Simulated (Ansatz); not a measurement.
This script drives the Python package of Ansatz (0.2.0).

`run_torsion.py`:
```python
"""Energy of CH5BN2O as one group turns about a bond."""

import ansatz as az
from ase import Atoms

BASIS_SET = "def2-SVP"
FUNCTIONAL = "hf"
FORCE_TOL = 0.02


def main() -> None:
    atoms = Atoms(["N", "C", "O", "B", "N", "H", "H", "H", "H", "H"], positions=[
        [-0.4677, -1.6201, 1.1029],
        [0.0679, -0.596, 0.4833],
        [1.3947, -0.3598, 0.6802],
        [-0.6523, 0.3547, -0.4928],
        [-0.0309, 1.49, -1.2186],
        [-1.5322, -1.7693, 0.9613],
        [1.9956, -0.9473, 1.3206],
        [-1.8397, 0.1744, -0.6822],
        [0.3881, 2.1281, -0.4234],
        [0.7595, 1.0942, -1.7284],
    ])

    # relax first, so that the scan starts from a minimum
    first = (
        az.Crystal.molecule_from_ase(atoms).calculation()
        .basis(gaussian=BASIS_SET)
        .functional(FUNCTIONAL)
        .relax(force_tolerance=FORCE_TOL, max_steps=80)
    )
    atoms.positions = first.run(threads=1).report["positions_ang"]

    start = atoms.get_dihedral(0, 1, 3, 4)
    energies = {}
    for turn in range(0, 360, 30):
        turned = atoms.copy()
        turned.set_dihedral(0, 1, 3, 4, start + turn, indices=[3, 4, 7, 8, 9])
        calc = az.Crystal.molecule_from_ase(turned).calculation()
        calc = calc.basis(gaussian=BASIS_SET)
        calc = calc.functional(FUNCTIONAL)
        energies[round((start + turn) % 360)] = calc.run(threads=1).report["free_energy_ev"]
    floor = min(energies.values())
    print("dihedral N0-C1-B3-N4 (deg)   E - E(min) (kJ/mol)")
    for angle, e in sorted(energies.items()):
        print(f"{angle:8d} {96.485332 * (e - floor):14.3f}  " + "#" * int(30 * (e - floor) / max(max(energies.values()) - floor, 1e-9)))


if __name__ == "__main__":
    main()
```

It is started by `python run_torsion.py`. Estimate its wall time and peak memory on 1 thread of Arm Neoverse V1, on a shared host.

It took about 44 s, with a peak of 0.24 GiB, for 13 runs of the engine.

```console
$ python run_torsion.py
dihedral N0-C1-B3-N4 (deg)   E - E(min) (kJ/mol)
       1         17.199  ##############################
      31         12.635  ######################
      61         11.818  ####################
      91         14.620  #########################
     121         11.179  ###################
     151          3.636  ######
     181          0.000
     211          4.065  #######
     241         11.603  ####################
     271         14.532  #########################
     301         11.582  ####################
     331         13.019  ######################
```

The scan is rigid and the energies are electronic, in a modest basis. With rigid groups the curve can differ much from the relaxed path, the start wasn't checked as a minimum of this torsion, and equivalent turns needn't return to the same energy.
